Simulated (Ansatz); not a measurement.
# Ir: relativistic levels of theory

What happens to Ir at a fixed cell under these changes: no relativity; spin-orbit coupling on; point nuclei?

Method: DFT, at the level named in each step, in Ansatz 0.2.0.

### Step 1. Starting point

Symmetry: Fm-3m, No. 225, cubic system. Conventional cell: a = 3.854 Å, b = 3.854 Å, c = 3.854 Å, α = 90.00°, β = 90.00°, γ = 90.00°. Around Ir (site symmetry m-3m) lie 12 Ir at 2.73 Å.

As a file:

```xyz
1
Lattice="0.0000 1.9270 1.9270 1.9270 0.0000 1.9270 1.9270 1.9270 0.0000" Properties=species:S:1:pos:R:3 pbc="T T T"
Ir    0.0000    0.0000    0.0000
```

Structure from a Materials Project entry, not relaxed further.

### Step 2. No relativity, LAPW

input.yaml reads:

```yaml
crystal:
  lattice:
    - [0.0, 1.9269646676, 1.9269646676]
    - [1.9269646676, 0.0, 1.9269646676]
    - [1.9269646676, 1.9269646676, 0.0]
  atoms:
    - { symbol: Ir, position: [0.0, 0.0, 0.0] }
kpoints:
  mp_grid: { grid: [18, 18, 18] }
  band_path:
    path:
      - [0.0, 0.0, 0.0]
      - [0.5, 0.0, 0.5]
      - [0.625, 0.25, 0.625]
      - [0.375, 0.375, 0.75]
      - [0.0, 0.0, 0.0]
      - [0.5, 0.5, 0.5]
      - [0.5, 0.25, 0.75]
      - [0.5, 0.0, 0.5]
    npoints: 5
scf:
  occupations: { method: fermi_dirac, width: 0.03 }
hamiltonian:
  xc: pbe
  pseudopotentials:
    kind: all_electron
    lapw: { basis_error: 0.0005 }
    relativity: none
output:
  forces: true
  stress: true
  eigenvalues: true
```

### Step 3. Spin-orbit coupling on, LAPW

input.yaml: that of step 2 with these lines changed.

```diff
@@ -24,6 +24,3 @@
   xc: pbe
-  pseudopotentials:
-    kind: all_electron
-    lapw: { basis_error: 0.0005 }
-    relativity: none
+  pseudopotentials: { kind: all_electron, lapw: { basis_error: 0.0005 } }
 output:
@@ -32 +29,4 @@
   eigenvalues: true
+magnetization:
+  noncollinear: true
+  spin_orbit: true
```

### Step 4. Spin-orbit coupling on, PAW

input.yaml: that of step 3 with these lines changed.

```diff
@@ -24,3 +24,3 @@
   xc: pbe
-  pseudopotentials: { kind: all_electron, lapw: { basis_error: 0.0005 } }
+  pseudopotentials: { kind: paw_fr }
 output:
@@ -29,2 +29,3 @@
   eigenvalues: true
+  efg: { contact_densities: true }
 magnetization:
```

### Step 5. Point nuclei, LAPW

input.yaml reads:

```yaml
crystal:
  lattice:
    - [0.0, 1.9269646676, 1.9269646676]
    - [1.9269646676, 0.0, 1.9269646676]
    - [1.9269646676, 1.9269646676, 0.0]
  atoms:
    - { symbol: Ir, position: [0.0, 0.0, 0.0] }
kpoints:
  mp_grid: { grid: [18, 18, 18] }
scf:
  occupations: { method: fermi_dirac, width: 0.03 }
hamiltonian:
  xc: pbe
  pseudopotentials:
    kind: all_electron
    lapw: { basis_error: 0.0005 }
    nuclear_model: point
output:
  forces: true
  stress: true
  eigenvalues: true
```

### Step 6. Point nuclei, crystal datasets

input.yaml: that of step 5 with these lines changed.

```diff
@@ -13,6 +13,3 @@
   xc: pbe
-  pseudopotentials:
-    kind: all_electron
-    lapw: { basis_error: 0.0005 }
-    nuclear_model: point
+  pseudopotentials: { kind: all_electron, datasets: crystal, nuclear_model: point }
 output:
@@ -21 +18,2 @@
   eigenvalues: true
+  efg: { contact_densities: true }
```

(Steps that only read results are left out.)

**Question.** What will these runs give? Wanted: pressure, no relativity, LAPW; pressure, spin-orbit coupling on, LAPW; pressure, point nuclei, LAPW.

**Answer**, as computed:

| quantity | value |
| --- | --- |
| pressure, no relativity, LAPW | 41.23 GPa |
| pressure, spin-orbit coupling on, LAPW | 5.19 GPa |
| pressure, point nuclei, LAPW | 4.53 GPa |

**Reading.** Going from no relativity to the scalar-relativistic run with point nuclei moves the pressure by -36.71 GPa; the heaviest element has Z = 77. From that run, spin-orbit coupling moves the pressure by +0.67 GPa. With spin-orbit coupling, PAW lies +0.13 GPa from LAPW in pressure.
